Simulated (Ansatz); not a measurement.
**ZrB2: further runs on the relaxed cell**

One table from this session's results is given with a row withheld; the runs are named, their logs left out.

Computed with Ansatz 0.2.0 (DFT PBEsol, scalar-relativistic, plane waves, PAW, unless a step's input says otherwise).

1 further run of the same task is left out (set aside as unsound or not needed).

### The system as given

The structure is hexagonal, space group P6/mmm (No. 191). Conventional cell: a = 3.155 Å, b = 3.155 Å, c = 3.507 Å, α = 90.00°, β = 90.00°, γ = 120.00°. Zr (site symmetry 6/mmm) has 12 B at 2.53 Å as nearest neighbours. B (site symmetry -6m2) has 3 B at 1.82 Å and 6 Zr at 2.53 Å as nearest neighbours.

Structure file:

```
Zr B
1.0
     3.15494    0.00000    0.00000
    -1.57747    2.73226    0.00000
     0.00000    0.00000    3.50677
Zr B
1 2
Direct
  0.00000 0.00000 0.00000
  0.33333 0.66667 0.50000
  0.66667 0.33333 0.50000
```

It is the result of an earlier relaxation at this level (volume 10.08 Å³/atom; gap on the mesh: none (metal)).

The first run:

Contents of input.yaml:

```yaml
crystal:
  lattice:
    - [3.1549374828, 0.0, 0.0]
    - [-1.5774687414, 2.7322560075, 0.0]
    - [0.0, 0.0, 3.5067685677]
  atoms:
    - { symbol: Zr, position: [0.0, 0.0, 0.0] }
    - { symbol: B, position: [0.3333333333, 0.6666666667, 0.5] }
    - { symbol: B, position: [0.6666666667, 0.3333333333, 0.5] }
basis:
  ecutwfc: 420
kpoints:
  mp_grid: { grid: [18, 18, 12] }
  band_path:
    path:
      - [[0.0, 0.0, 0.0], [0.5, 0.0, 0.0], [0.33333333, 0.33333333, 0.0], [0.0, 0.0, 0.0], [0.0, 0.0, 0.5], [0.5, 0.0, 0.5], [0.33333333, 0.33333333, 0.5], [0.0, 0.0, 0.5]]
      - [[0.5, 0.0, 0.5], [0.5, 0.0, 0.0]]
      - [[0.33333333, 0.33333333, 0.5], [0.33333333, 0.33333333, 0.0]]
    npoints: 14
hamiltonian:
  xc: pbesol
scf:
  occupations: { method: gaussian, width: 0.1 }
  n_extra_bands: 7
output:
  forces: true
  stress: true
  eigenvalues: true
  populations: true
  dos: { projected: true, de: 0.02, nscf_kmesh: { grid: [27, 27, 18] } }
  bader: true
  write_density: true
  write_potential: true
  elf: true
  volumetric_format: npy
```

The run is started by

```
$ ansatz run input.yaml --threads 1 --pin off --max-ram 2560MiB --backend cpu --events-out ev --progress --plain --runs-dir out
```

Steps of the session up to this table: Electronic structure at the relaxed geometry; The cell scaled to 0.97 of its volume; The cell scaled to 1.03 of its volume; The cell scaled to 0.94 of its volume; The cell scaled to 1.06 of its volume.

One of the session's tables, all rows but one given; the rest of the session is left out.

It belongs to the step «Equation of state». 

```
volume (Å³/atom)  energy above the lowest point (meV/atom)  pressure (GPa)
           9.472                                      31.2           17.42
           9.774                                       7.4            8.05
          10.076                                       0.0           -0.02
          10.379                                         ?               ?
          10.681                                      25.8          -12.99
```

Q: Estimate the row for volume (Å³/atom) = 10.379 from the others.

Worked estimate for «energy above the lowest point (meV/atom)». A straight line through the neighbours (10.076, 0.0) and (10.681, 25.8) gives 0.0 + (25.8 − 0.0) × (10.379 − 10.076) / (10.681 − 10.076) = 12.9; a parabola fitted to 3 rows on both sides gives 6.1.

**Answer.** energy above the lowest point (meV/atom): 6.8; pressure (GPa): -6.99. In «energy above the lowest point (meV/atom)» the line misses by +6.1 and the parabola by -0.7.
